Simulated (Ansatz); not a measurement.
# Zn2C: a single-point run

Wanted: a converged single-point run for Zn2C, and a check of what comes out. The structure is shown as the input types it. The cell is built on a prototype (antifluorite) and needn't be the phase found in nature.

Program: Ansatz 0.2.0. Level of theory: density functional or hybrid calculation with the settings of its input, plane waves (as first typed). These are calculated values, not measurements.

10 further runs of the same task are left out: 2 for a known fault of the program, 7 that didn't finish, 1 set aside as unsound or not needed.

**1. The system as given**

The structure is cubic, space group Fm-3m (No. 225). Conventional cell: a = 5.156 Å, b = 5.156 Å, c = 5.156 Å, α = 90.00°, β = 90.00°, γ = 90.00°. C (site symmetry m-3m) has 8 Zn at 2.23 Å as nearest neighbours. Zn (site symmetry -43m) is surrounded by 4 C at 2.23 Å.

As a file:

```
CELL_PARAMETERS angstrom
0.00000 2.57795 2.57795
2.57795 0.00000 2.57795
2.57795 2.57795 0.00000
ATOMIC_POSITIONS crystal
C 0.00000 0.00000 0.00000
Zn 0.25000 0.25000 0.25000
Zn 0.75000 0.75000 0.75000
```

**2. Running it**

File input.yaml:

```yaml
crystal:
  lattice:
    - [0.0, 2.5779490272, 2.5779490272]
    - [2.5779490272, 0.0, 2.5779490272]
    - [2.5779490272, 2.5779490272, 0.0]
  atoms:
    - { symbol: C, position: [0.0, 0.0, 0.0] }
    - { symbol: Zn, position: [0.25, 0.25, 0.25] }
    - { symbol: Zn, position: [0.75, 0.75, 0.75] }
kpoints:
  mp_grid: { grid: [6, 6, 6] }
hamiltonian:
  xc: r2scan
scf:
  occupations: { method: gaussian, width: 1.5 }
  n_extra_bands: 4
output:
  forces: true
  stress: true
  eigenvalues: true
```

Launch:

```
$ ansatz run input.yaml --threads 4 --pin off --max-ram 3686MiB --backend cpu --events-out ev --progress --plain --runs-dir out
```

What happens when this is run?

The run converged and reported no error. That alone doesn't make the input a sound one.

The suspect setting: scf.occupations.method is gaussian; scf.occupations.width is 1.5. Occupations are smeared over electronvolts, wider than many features of the bands.

The test: set scf.occupations.method to fermi_dirac and scf.occupations.width to 0.02.
